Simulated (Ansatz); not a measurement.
**CH2Se: how energies converge with the basis set**

An exercise on one series of results from a longer session: the logs are not shown, and one member is left open.

Program: Ansatz 0.2.0, Gaussian basis. Level of theory: one geometry, several basis sets. These are calculated values, not measurements.

Plan: PBE0-D4/def2-SVP; ωB97M-V/def2-SVP; PBE0-D4/def2-QZVPP; ωB97M-V/def2-QZVPP; the functionals' def2-TZVPP values are taken from earlier runs.

## The geometry

An earlier PBE0-D4 in a triple-zeta def2 set relaxation fixed the geometry.

SMILES `C=[Se]`, 4 atoms, charge 0, spin multiplicity 1.

Atoms are counted from 1 here; the program's logs count them from 0.

Bond lengths: C1–Se2 1.741 Å, C1–H3 1.087 Å, C1–H4 1.087 Å. Angles: Se2–C1–H3 121.8°, Se2–C1–H4 121.8°, H3–C1–H4 116.4°.

The first run:

in.yaml

```yaml
crystal:
  periodic: [false, false, false]
  atoms:
    - {symbol: C, position_ang: [-0.115632, -0.042483, -0.073025]}
    - {symbol: Se, position_ang: [1.399181, 0.278124, 0.722295]}
    - {symbol: H, position_ang: [-0.564581, -1.032773, -0.072147]}
    - {symbol: H, position_ang: [-0.663369, 0.736832, -0.597321]}
basis:
  gaussian: {orbitals: def2-SVP}
hamiltonian: {xc: pbe0, dispersion: d4}
output: {orbitals: {seedname: orbitals}}
```

Run with:

```bash
> ansatz run in.yaml --threads 4 --pin off --events-out ev --progress --plain --max-ram 10444MiB
```

Among the steps run: PBE0-D4 in def2-SVP; ωB97M-V in def2-SVP; PBE0-D4 in def2-QZVPP; ωB97M-V in def2-QZVPP.

One of the session's tables, all rows but one given; the rest of the session is left out.

It belongs to the step «Density functionals: the series». 

```
functional       basis  HOMO (eV)  LUMO (eV)
   PBE0-D4    def2-SVP      -6.28      -2.64
   PBE0-D4  def2-TZVPP      -6.43      -2.78
   PBE0-D4  def2-QZVPP      -6.45      -2.80
   ωB97M-V    def2-SVP          ?          ?
   ωB97M-V  def2-TZVPP      -8.60      -0.63
   ωB97M-V  def2-QZVPP      -8.63      -0.67
```

**Question.** Estimate the row for ωB97M-V, def2-SVP.

**Answer.** HOMO (eV): -8.44; LUMO (eV): -0.41. In the column «HOMO (eV)» it lies between ωB97M-V, def2-TZVPP (-8.60) and PBE0-D4, def2-QZVPP (-6.45).
